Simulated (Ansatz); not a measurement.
# Al2F2H4O2: up Jacob's ladder to CCSD(T)

Aim: compute Al2F2H4O2 with functionals from several rungs and with coupled cluster. The yardstick is the atomisation energy at the CCSD(T) limit.

Method: functionals in def2-TZVPP, the program's frozen cores in correlated methods; program: Ansatz 0.2.0, Gaussian basis.

The runs, in order: LDA (SPW92), PBE-D4, revPBE-D4, BLYP-D4, r2SCAN-D4, B97M-V, PBE0-D4, B3LYP-D4, r2SCANh-D4, r2SCAN0-D4, HSE06-D4, BHLYP-D4, CAM-B3LYP-D4, LC-ωPBE, ωB97X-V, ωB97M-V, B2PLYP, PBE-QIDH; CCSD(T)/def2-SVP; CCSD(T)/def2-TZVPP; MP2/def2-QZVPP; extrapolation to the limit; RPA on PBE.

## (1) The relaxed structure

An earlier PBE0-D4 in a triple-zeta def2 set relaxation fixed the geometry.

SMILES `[F][Al@H-]1[OH+][Al@@H-]([F])[OH+]1`, 10 atoms, charge 0, spin multiplicity 1.

Atoms are counted from 1 here; the program's logs count them from 0.

Bond lengths: F1–Al2 1.654 Å, Al2–O3 1.841 Å, Al2–O6 1.839 Å, Al2–H7 1.570 Å, O3–Al4 1.841 Å, O3–H8 0.958 Å, Al4–F5 1.654 Å, Al4–O6 1.839 Å, Al4–H9 1.570 Å, O6–H10 0.956 Å. Angles: F1–Al2–O3 108.5°, F1–Al2–O6 113.0°, F1–Al2–H7 118.8°, O3–Al2–O6 81.1°, O3–Al2–H7 116.6°, O6–Al2–H7 113.0°, Al2–O3–Al4 98.8°, Al2–O3–H8 123.3°, Al4–O3–H8 123.3°, O3–Al4–F5 108.5°, O3–Al4–O6 81.1°, O3–Al4–H9 116.6°, F5–Al4–O6 113.0°, F5–Al4–H9 118.8°, O6–Al4–H9 113.0°, Al2–O6–Al4 99.0°, Al2–O6–H10 128.1°, Al4–O6–H10 128.1°.

## (2) LDA

This LDA is Slater exchange with PW92 correlation.

File in.yaml:

```yaml
crystal:
  periodic: [false, false, false]
  atoms:
    - {symbol: F, position_ang: [0.371249, -1.174799, -2.273283]}
    - {symbol: Al, position_ang: [0.953288, -0.580551, -0.844165]}
    - {symbol: O, position_ang: [-0.197901, -1.074057, 0.505683]}
    - {symbol: Al, position_ang: [-0.881221, 0.586024, 0.915665]}
    - {symbol: F, position_ang: [-2.467112, 0.630141, 0.449531]}
    - {symbol: O, position_ang: [0.276224, 1.076849, -0.425880]}
    - {symbol: H, position_ang: [2.488308, -0.709567, -0.541960]}
    - {symbol: H, position_ang: [-0.731484, -1.869345, 0.476629]}
    - {symbol: H, position_ang: [-0.488012, 1.183230, 2.313159]}
    - {symbol: H, position_ang: [0.676662, 1.932085, -0.575378]}
basis:
  gaussian: {orbitals: def2-TZVPP}
hamiltonian: {xc: lda}
output: {orbitals: {seedname: orbitals}}
```

Started as:

```sh
$ ansatz run in.yaml --threads 4 --pin off --events-out ev --progress --plain --max-ram 10444MiB
```

After this run come: PBE-D4 (GGA); revPBE-D4 (GGA); BLYP-D4 (GGA); r2SCAN-D4 (meta-GGA); B97M-V (meta-GGA); PBE0-D4 (hybrid); B3LYP-D4 (hybrid); r2SCANh-D4 (hybrid); r2SCAN0-D4 (hybrid); HSE06-D4 (hybrid); BHLYP-D4 (hybrid); CAM-B3LYP-D4 (range-separated); LC-ωPBE (range-separated); ωB97X-V (range-separated); ωB97M-V (range-separated); B2PLYP (double hybrid); PBE-QIDH (double hybrid); CCSD(T) in def2-SVP; CCSD(T) in def2-TZVPP; MP2 in def2-QZVPP; RPA on PBE orbitals.

**Question.** What will the summary of the whole plan be? Wanted: atomisation energy, CCSD(T)/CBS; farthest beyond LDA; mean size of error, GGA; mean size of error, meta-GGA; mean size of error, hybrid; mean size of error, range-separated; mean size of error, double hybrid; gap, smallest and largest; T1 diagnostic.

As calculated:

| quantity | value |
| --- | --- |
| atomisation energy, CCSD(T)/CBS | 3959.8 kJ/mol |
| functionals within 19.8 kJ/mol (0.5 %) | none; nearest CAM-B3LYP-D4 (-29.5 kJ/mol) |
| farthest beyond LDA | BHLYP-D4 (-197.6 kJ/mol) |
| mean size of error, GGA | 100.6 kJ/mol |
| mean size of error, meta-GGA | 32.0 kJ/mol |
| mean size of error, hybrid | 122.8 kJ/mol |
| mean size of error, range-separated | 44.9 kJ/mol |
| mean size of error, double hybrid | 96.6 kJ/mol |
| gap, smallest and largest | 6.46 eV (LDA (SPW92)), 13.68 eV (LC-ωPBE) |
| T1 diagnostic | 0.0115 |
| triples share of the correlation energy | 2.9 % |

What this shows: The LDA atomisation energy is off by 453.9 kJ/mol (11 %): it overbinds. PBE-D4 misses by -54.4 kJ/mol. Double hybrids carry the basis error of their MP2 part in triple zeta, and no dispersion term here, so their miss is partly the set-up's. Taken by rung, meta-GGA functionals do best (32.0 kJ/mol on average) and hybrid ones worst beyond LDA (122.8 kJ/mol). The mean of the hybrids holds BHLYP, with half exact exchange. Misses under about 19.8 kJ/mol are within the doubt on the reference itself, which lacks core-valence correlation, relativity and higher excitations. Hartree-Fock recovers 74 % of the binding; the rest is correlation. CCSD(T) in def2-SVP is off by -252.8 kJ/mol, so the small basis spoils what the method gains. The gap grows from 6.5 to 13.7 eV across the functionals, mostly with the share of exact exchange.
